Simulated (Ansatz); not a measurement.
# Alloy of GaAs and GaP (26 of 32 As sites exchanged), 64 atoms

Wanted: the relaxed alloy cell and its gap (PBEsol and HSE06).

All numbers are computed with Ansatz 0.2.0 (PAW, plane waves).

## Step 1: The starting cell

64 atoms (32 Ga, 26 P, 6 As); a = 10.961 Å, b = 10.961 Å, c = 10.961 Å, α = 90.00°, β = 90.00°, γ = 90.00°. All atoms were shaken off their sites by about 0.02 Å along each axis; atoms next to an added one may be pushed further to make room.

Plan of the steps: (2) PBEsol cell relaxation at the single k point (¼, ¼, ¼), on 1 × NVIDIA GB300 Max-Q with 8 threads of Arm Neoverse-V2; (3) HSE06 single point at the Γ point alone, on 1 × NVIDIA GB300 Max-Q with 8 threads of Arm Neoverse-V2.

## Step 2: Relaxing cell and atoms with PBEsol

Input file in.yaml:

```yaml
crystal:
  lattice:
    - [10.961150, 0.000000, 0.000000]
    - [0.000000, 10.961150, 0.000000]
    - [0.000000, 0.000000, 10.961150]
  atoms:
    - { symbol: Ga, position: [0.998699, 0.002210, 0.002586] }
    - { symbol: Ga, position: [0.001170, 0.001252, 0.500901] }
    - { symbol: Ga, position: [0.003299, 0.500302, 0.002295] }
    - { symbol: Ga, position: [0.997569, 0.496766, 0.496838] }
    - { symbol: Ga, position: [0.500680, 0.001488, 0.002009] }
    - { symbol: Ga, position: [0.498608, 0.998938, 0.498952] }
    - { symbol: Ga, position: [0.498703, 0.502977, 0.001760] }
    - { symbol: Ga, position: [0.499331, 0.500521, 0.500272] }
    - { symbol: Ga, position: [0.248949, 0.247280, 0.000642] }
    - { symbol: Ga, position: [0.249845, 0.250188, 0.499753] }
    - { symbol: Ga, position: [0.246405, 0.749083, 0.001484] }
    - { symbol: Ga, position: [0.248100, 0.749546, 0.500150] }
    - { symbol: Ga, position: [0.753683, 0.250503, 0.998720] }
    - { symbol: Ga, position: [0.751052, 0.250216, 0.503264] }
    - { symbol: Ga, position: [0.750141, 0.748240, 0.999460] }
    - { symbol: Ga, position: [0.750649, 0.749315, 0.498008] }
    - { symbol: Ga, position: [0.249740, 0.001146, 0.252607] }
    - { symbol: Ga, position: [0.251173, 0.002135, 0.749194] }
    - { symbol: Ga, position: [0.253955, 0.498734, 0.248671] }
    - { symbol: Ga, position: [0.251386, 0.499362, 0.746924] }
    - { symbol: Ga, position: [0.746624, 0.999359, 0.251439] }
    - { symbol: Ga, position: [0.749582, 0.996949, 0.748318] }
    - { symbol: Ga, position: [0.752504, 0.501898, 0.250202] }
    - { symbol: Ga, position: [0.748668, 0.501859, 0.750507] }
    - { symbol: Ga, position: [0.999276, 0.249510, 0.247418] }
    - { symbol: Ga, position: [0.000506, 0.249983, 0.749422] }
    - { symbol: Ga, position: [0.002416, 0.750375, 0.249516] }
    - { symbol: Ga, position: [0.001086, 0.750927, 0.748315] }
    - { symbol: Ga, position: [0.497906, 0.248524, 0.248887] }
    - { symbol: Ga, position: [0.501212, 0.250411, 0.750569] }
    - { symbol: Ga, position: [0.502726, 0.748258, 0.251293] }
    - { symbol: Ga, position: [0.499585, 0.747421, 0.751701] }
    - { symbol: P, position: [0.128259, 0.125559, 0.124236] }
    - { symbol: P, position: [0.124355, 0.124881, 0.623550] }
    - { symbol: P, position: [0.124979, 0.623068, 0.123904] }
    - { symbol: P, position: [0.126610, 0.627367, 0.623923] }
    - { symbol: P, position: [0.624014, 0.123651, 0.127617] }
    - { symbol: P, position: [0.623121, 0.128673, 0.623561] }
    - { symbol: P, position: [0.625870, 0.625889, 0.125606] }
    - { symbol: P, position: [0.626493, 0.626434, 0.623936] }
    - { symbol: P, position: [0.376263, 0.373830, 0.623692] }
    - { symbol: P, position: [0.377720, 0.875411, 0.125323] }
    - { symbol: P, position: [0.376663, 0.878625, 0.624003] }
    - { symbol: P, position: [0.873471, 0.876493, 0.126086] }
    - { symbol: P, position: [0.374183, 0.125040, 0.376069] }
    - { symbol: P, position: [0.376632, 0.124476, 0.877107] }
    - { symbol: P, position: [0.376453, 0.626622, 0.374476] }
    - { symbol: P, position: [0.878604, 0.123984, 0.375141] }
    - { symbol: P, position: [0.876984, 0.123714, 0.875980] }
    - { symbol: P, position: [0.872971, 0.626670, 0.374785] }
    - { symbol: P, position: [0.872707, 0.623795, 0.874938] }
    - { symbol: P, position: [0.126317, 0.374665, 0.372208] }
    - { symbol: P, position: [0.125090, 0.371608, 0.876709] }
    - { symbol: P, position: [0.122264, 0.874329, 0.375437] }
    - { symbol: P, position: [0.125148, 0.876213, 0.875871] }
    - { symbol: P, position: [0.621268, 0.378072, 0.378290] }
    - { symbol: P, position: [0.621863, 0.374719, 0.876270] }
    - { symbol: P, position: [0.623080, 0.871635, 0.875485] }
    - { symbol: As, position: [0.376740, 0.372592, 0.123205] }
    - { symbol: As, position: [0.873617, 0.372442, 0.123974] }
    - { symbol: As, position: [0.872414, 0.373756, 0.623936] }
    - { symbol: As, position: [0.875003, 0.875479, 0.623433] }
    - { symbol: As, position: [0.375653, 0.625858, 0.874628] }
    - { symbol: As, position: [0.625629, 0.873995, 0.374142] }
  symmetry: { detect: false }
kpoints:
  mp_grid: { grid: [1, 1, 1], shift: [0.25, 0.25, 0.25] }
hamiltonian:
  xc: pbesol
scf:
  occupations: { method: fermi_dirac, width: 0.01 }
relax:
  f_tol: 0.03
  max_steps: 80
  escape_saddle: false
  adjacent_minimum: "off"
  cell: { fix: [shape] }
output:
  forces: true
  eigenvalues: true
  populations: true
```

The run is started by

```console
$ ansatz run in.yaml --threads 8 --pin off --max-ram 118750MiB --runs-dir r --events-out ev --progress --plain --backend cuda --devices 0,
```

Further steps of the session: HSE06 on the final geometry.

What does the calculation give? Wanted: for each run, top filled to lowest empty.

As calculated:

| level | time | k points | top filled to lowest empty (eV) |
| --- | --- | --- | --- |
| PBEsol, relaxation | 6.9 s (GPU) | (¼, ¼, ¼) | 1.79 |
| HSE06 | 29 s (GPU) | Γ | 2.10 |

| quantity | value |
| --- | --- |
| relaxation | 4 recorded steps, 0.96 eV gained |
| largest shift | 0.10 Å (Ga21 and others alike) |
| relaxed cell | a = 10.958 Å, b = 10.958 Å, c = 10.958 Å, α = 90.00°, β = 90.00°, γ = 90.00° |
| mean bonds | As–Ga 2.428, Ga–P 2.360 Å |

**In words.** The relaxation lowers the energy by 0.96 eV; the largest shift is 0.10 Å (Ga21 and others alike), while the volume changes by -0.1 %. Part of this undoes the random shake of the start. The mean lengths of the listed bonds run from Ga–P 2.36 Å to As–Ga 2.43 Å. The relaxation ran on other k points, so part of any difference from the later rows can come from the mesh. No spin–orbit coupling is included; with elements this heavy it would shift the edges. With one k point the spacing samples only the states that fold onto it, so it can exceed the gap over the zone.
